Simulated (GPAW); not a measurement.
NbTe, 2 atoms in the cell. It takes space group P-6m2 (No. 187, hexagonal). The conventional cell has a = 3.703 Å, b = 3.703 Å, c = 3.694 Å, α = 90.00°, β = 90.00°, γ = 120.00°. Te (site symmetry -6m2) is surrounded by 6 Nb at 2.83 Å. Nb (site symmetry -6m2) is surrounded by 6 Te at 2.83 Å. The cell comes from a database or a generator and needn't be the stable form of this composition.

| Quantity | Value |
| --- | --- |
| Program | GPAW 26.7.0 |
| Task | optical spectrum |
| Functional | RPBE |
| Potentials or basis | the program's PAW data sets (release 1.2.1) made for this functional |
| Cutoff | 450 eV |
| Basis | pw |
| k mesh | 7 × 7 × 6 |
| Occupations | fermi-dirac, width 0.05 eV |
| Spin | no spin polarisation |
| Hubbard terms | Nb d U = 5.3 eV |
| Kernel | RPA |
| Eta | 0.02 eV |
| Response ecut | 120 eV |
| Scissors | 0 eV |
| Domega0 | 0.2 eV |
| Omega2 | 5 eV |
| Maxiter | 50 |
| Response k mesh | 6 × 6 × 5 |
| Response bands | 34 |
| Directions | ["x", "z"] |
| Intraband | yes |

Potentials or basis: the program's PAW data sets (release 1.2.1) made for this functional, pw.

Command:

```bash
$ OMP_NUM_THREADS=1 python run.py
```

Hardware: 1 thread of Arm Neoverse V2 (shared host).

Task: How long does it take, and how much memory?

Result: It took 34 s on 1 thread of Arm Neoverse V2, with other jobs on the host, peak memory 0.33 GiB. Counts: scf iterations 33, plane waves 964, bands 20, k points 32.
